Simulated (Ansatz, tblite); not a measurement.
**C₁₂H₂₂: a ladder of methods and basis sets**

An exercise on one series of results from a longer session: the logs are not shown, and one member is left open.

Computed with Ansatz 0.2.0, Gaussian basis. Level: as each input shows.

The runs, in order: GFN1-xTB, GFN2-xTB, PBE-D4/def2-TZVP, r2SCAN-D4/def2-TZVP, LDA/def2-TZVP, B97M-V/def2-TZVP, PBE-D4/def2-SVP, PBE0-D4/def2-SVP, HF/STO-3G, MP2/def2-SVP.

5 further runs of the same task are left out: 5 that didn't finish. Runs told in other sessions of the task aren't counted.

### The relaxed structure

The geometry is that of the singlet, from an earlier relaxation (r2SCAN-D4/def2-SVP).

SMILES `C#CCCCCCCCCCC`, 34 atoms, charge 0, spin multiplicity 1.

Bond lengths: C1–C2 1.215 Å, C1–H13 1.074 Å, C2–C3 1.457 Å, C3–C4 1.538 Å, C3–H14 1.105 Å, C3–H15 1.107 Å, C4–C5 1.530 Å, C4–H16 1.103 Å, C4–H17 1.104 Å, C5–C6 1.531 Å, C5–H18 1.106 Å, C5–H19 1.105 Å, C6–C7 1.527 Å, C6–H20 1.107 Å, C6–H21 1.105 Å, C7–C8 1.527 Å, C7–H22 1.107 Å, C7–H23 1.106 Å and more. Angles: C2–C1–H13 179.5°, C1–C2–C3 178.7°, C2–C3–C4 113.3°, C2–C3–H14 108.8°, C2–C3–H15 109.2°, C4–C3–H14 110.1°, C4–C3–H15 109.4°, H14–C3–H15 105.8°, C3–C4–C5 113.3°, C3–C4–H16 108.6°, C3–C4–H17 108.8°, C5–C4–H16 109.3°, C5–C4–H17 110.7°, H16–C4–H17 105.9°, C4–C5–C6 115.6°, C4–C5–H18 108.9°, C4–C5–H19 108.2°, C6–C5–H18 108.9° and more.

PBE0-D4/def2-TZVP was run before; its log isn't repeated, and its numbers join the tables.

The first run:

Tight binding, by tblite at 300 K electronic temperature and without a spin-polarisation term:

```python
tblite.interface.Calculator('GFN1-xTB', numbers, positions, charge=0, uhf=0).singlepoint()
```

Tight binding, by tblite at 300 K electronic temperature and without a spin-polarisation term:

```python
tblite.interface.Calculator('GFN2-xTB', numbers, positions, charge=0, uhf=0).singlepoint()
```

start.molden holds the orbitals of an earlier run on this state, given as this run's starting guess.

in.yaml

```yaml
crystal:
  periodic: [false, false, false]
  atoms:
    - {symbol: C, position_ang: [-5.284186, 2.253513, 1.180224]}
    - {symbol: C, position_ang: [-4.576981, 1.537943, 0.498584]}
    - {symbol: C, position_ang: [-3.734072, 0.655594, -0.296738]}
    - {symbol: C, position_ang: [-3.536649, -0.731149, 0.338398]}
    - {symbol: C, position_ang: [-2.754468, -1.698402, -0.552549]}
    - {symbol: C, position_ang: [-1.350133, -1.238730, -0.954886]}
    - {symbol: C, position_ang: [-0.415140, -0.955506, 0.219154]}
    - {symbol: C, position_ang: [1.010737, -0.620335, -0.212110]}
    - {symbol: C, position_ang: [1.947331, -0.340371, 0.962184]}
    - {symbol: C, position_ang: [3.405148, -0.090530, 0.571505]}
    - {symbol: C, position_ang: [3.637843, 1.167369, -0.265401]}
    - {symbol: C, position_ang: [5.112740, 1.419867, -0.559265]}
    - {symbol: H, position_ang: [-5.908962, 2.893057, 1.775426]}
    - {symbol: H, position_ang: [-2.754929, 1.144026, -0.453731]}
    - {symbol: H, position_ang: [-4.177011, 0.539485, -1.304307]}
    - {symbol: H, position_ang: [-4.527818, -1.161240, 0.560243]}
    - {symbol: H, position_ang: [-3.035969, -0.608077, 1.314372]}
    - {symbol: H, position_ang: [-3.341834, -1.897581, -1.467978]}
    - {symbol: H, position_ang: [-2.677108, -2.667478, -0.026533]}
    - {symbol: H, position_ang: [-1.412295, -0.339763, -1.597060]}
    - {symbol: H, position_ang: [-0.896832, -2.019261, -1.592884]}
    - {symbol: H, position_ang: [-0.398790, -1.833715, 0.893640]}
    - {symbol: H, position_ang: [-0.810792, -0.120027, 0.826938]}
    - {symbol: H, position_ang: [1.418360, -1.457386, -0.811811]}
    - {symbol: H, position_ang: [0.983347, 0.251011, -0.892213]}
    - {symbol: H, position_ang: [1.567110, 0.529351, 1.532101]}
    - {symbol: H, position_ang: [1.904526, -1.197152, 1.659696]}
    - {symbol: H, position_ang: [3.791832, -0.969945, 0.020567]}
    - {symbol: H, position_ang: [4.016094, -0.021407, 1.490651]}
    - {symbol: H, position_ang: [3.083528, 1.092440, -1.218083]}
    - {symbol: H, position_ang: [3.208185, 2.037867, 0.265767]}
    - {symbol: H, position_ang: [5.689993, 1.541280, 0.372639]}
    - {symbol: H, position_ang: [5.557919, 0.576245, -1.112980]}
    - {symbol: H, position_ang: [5.259250, 2.328977, -1.163569]}
basis:
  gaussian: {orbitals: def2-TZVP, initial_orbitals: start.molden}
hamiltonian: {xc: pbe, dispersion: d4}
scf: {omitted_lower_state_checks: [starts]}
output: {forces: true, orbitals: {seedname: orbitals}}
```

Launch:

```
ansatz run in.yaml --threads 4 --pin off --events-out ev --progress --plain --max-ram 6963MiB
```

Among the steps run: PBE-D4/def2-TZVP; r2SCAN-D4/def2-TZVP; LDA/def2-TZVP; B97M-V/def2-TZVP; PBE-D4/def2-SVP; PBE0-D4/def2-SVP; HF/STO-3G; MP2/def2-SVP.

One table of the session follows, with a row left open; its other results are not shown here.

It belongs to the step «Binding energy». 

| level | binding an atom (eV) |
| --- | --- |
| HF/STO-3G | 4.007 |
| HF/def2-SVP | 3.289 |
| LDA/def2-TZVP | 4.849 |
| PBE-D4/def2-SVP | 4.402 |
| PBE-D4/def2-TZVP | 4.359 |
| r2SCAN-D4/def2-TZVP | 4.278 |
| B97M-V/def2-TZVP | 4.268 |
| PBE0-D4/def2-SVP | ? |
| PBE0-D4/def2-TZVP | 4.307 |
| MP2/def2-SVP | 4.162 |

Q: Estimate the row for PBE0-D4/def2-SVP from the others.

The run gave: binding an atom (eV): 4.356. In the column «binding an atom (eV)» it lies between PBE0-D4/def2-TZVP (4.307) and PBE-D4/def2-TZVP (4.359).

To keep in mind: Free atoms were run apart at each level; binding is atoms less cluster, divided by the number of atoms, without zero-point or spin-orbit terms.
